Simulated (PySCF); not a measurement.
# ClGeH5OSi: the cost of one run

Programs: PySCF 2.14.0, with density-fitted response routines of our own. Each step states its level of theory. These are calculated values for one molecule in the gas phase, unless marked as measured. Atoms count from 0, in the outputs and in this text.

**1. Starting geometry**

9 atoms, charge 0, multiplicity 1; geometry from: PBE0-D3(BJ)/def2-SVP.

Bonds of the start (Å): Si0–O1 1.67, O1–Ge2 1.76, Ge2–Cl3 2.16, Si0–H4 1.50, Si0–H5 1.49, Si0–H6 1.49, Ge2–H7 1.53, Ge2–H8 1.53.

**2. X-ray photoelectron lines: SCAN, X2C**

Job settings and geometry (Å):

```
{"job": {"kind": "xps"}, "charge": 0, "multiplicity": 1}
Si    -1.550215    -0.152636    -0.295039
O     -0.219217     0.081539     0.678940
Ge     1.519345     0.273659     0.494494
Cl     2.195179    -1.165500    -0.961326
H     -2.015738     1.153606    -0.853804
H     -2.630692    -0.741232     0.545019
H     -1.226144    -1.071780    -1.426455
H      1.832893     1.668612    -0.060505
H      2.153451    -0.062758     1.844477
```

Method: delta-SCF UKS SCAN, pcX-2 on the ionised atom, pcseg-1 elsewhere, spin-free X2C.

The run is started by

```bash
> OMP_NUM_THREADS=1 python probes_run.py task.json out
```

The driver reads the jobs from task.json and runs them one after another.

Q: Estimate the wall time and peak memory of this first job on 1 thread of Arm Neoverse V2, shared host.

About 21 s, with a peak of 0.46 GiB.
